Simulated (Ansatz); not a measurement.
# YAl3 (distorted cell): a check of forces and pressure against finite differences

Computed with Ansatz 0.2.0, Python API.

Run as a notebook:

```python
import ansatz
import numpy as np
```

```python
OCCUPATIONS = 'Fermi-Dirac'
ECUT = 650
KMESH = (4, 4, 4)
SCF_TOL = 1e-09
```

```python
vectors0 = np.array([
    [4.18283, -0.01397, 0.04979],
    [-0.01397, 4.22487, 0.0363],
    [0.04979, 0.0363, 4.30528],
])
sites = [
    ('Y', [0.96793, 0.99249, 0.00807]),
    ('Al', [0.0011, 0.50381, 0.49907]),
    ('Al', [0.47812, 0.49656, 0.00031]),
    ('Al', [0.47723, 0.9894, 0.48936]),
]
```

```python
def on_lattice(cell):
    crystal = ansatz.Crystal(lattice=ansatz.Lattice.of(cell))
    for symbol, position in sites:
        crystal = crystal.atom(symbol, position)
    return crystal
```

```python
def solve(crystal):
    return (
        crystal.calculation()
        .functional(ansatz.Functional.R2SCAN)
        .occupations(OCCUPATIONS, width=150 * ansatz.meV)
        .basis(ECUT, xc_grid=2)
        .kpoints(*KMESH)
        .scf(tolerance=SCF_TOL)
        .forces()
        .stress()
        .run(threads=1)
    ).report
```

```python
centre = solve(on_lattice(vectors0))
start = on_lattice(vectors0)
# move one atom both ways along a Cartesian axis
print(f'force on atom 1 along z: analytic {centre["forces_ev_ang"][1][2]:.4f} eV/A')
for h in (0.005, 0.02):
    shift = np.eye(3)[2] * h @ np.linalg.inv(vectors0)
    plus, minus = (solve(start.move(1, to=np.array(sites[1][1]) + sign * shift))['lagrangian_ev'] for sign in (1, -1))
    print(f'  step {h} A: numerical {-(plus - minus) / (2 * h):.4f} eV/A')
# P = -dF/dV; the difference feels the change of the plane-wave count with the cell
volume = abs(np.linalg.det(vectors0))
larger, smaller = (solve(on_lattice(vectors0 * (1 + sign * 0.005) ** (1 / 3)))['lagrangian_ev'] for sign in (1, -1))
numerical = -(larger - smaller) / (0.01 * volume) * 160.21766
print(f'pressure: analytic {np.trace(centre["stress_gpa"]) / 3:.3f}, numerical {numerical:.3f} GPa')
```

    DeckWarning: output.stress: scf.convergence.dr2_threshold = 1e-9 eV is looser than the 4e-10 eV advised for a printed stress (1e-10 eV for each atom of the cell: 4). What an SCF threshold leaves in a stress goes as its square root, and in the free energy as the threshold itself, and one threshold admits the most on a small cell: of the crystals measured, under no hybrid functional and no lock of [...]
    force on atom 1 along z: analytic 0.2136 eV/A
      step 0.005 A: numerical 0.2136 eV/A
      step 0.02 A: numerical 0.2136 eV/A
    pressure: analytic 1.410, numerical 1.412 GPa

What to keep in mind:
- For a metal this k-point mesh is coarse: on a finer one energies can move by several to tens of meV an atom and pressures by half a GPa or more, differences at one mesh by less.
- The smearing is wide enough that free energy and stress hold a thermal part of the electrons.
- Pressure is positive in compression.
- The cell is a database structure, distorted on purpose.
- Warnings are shown shortened and without file and line.
- The central difference errs as the square of the step, so the shorter step is the fairer test; what remains comes from the finite grid and the SCF threshold.
- Timing: 110 s on 1 thread of Arm Neoverse V1 (shared host), peak memory 0.45 GiB.
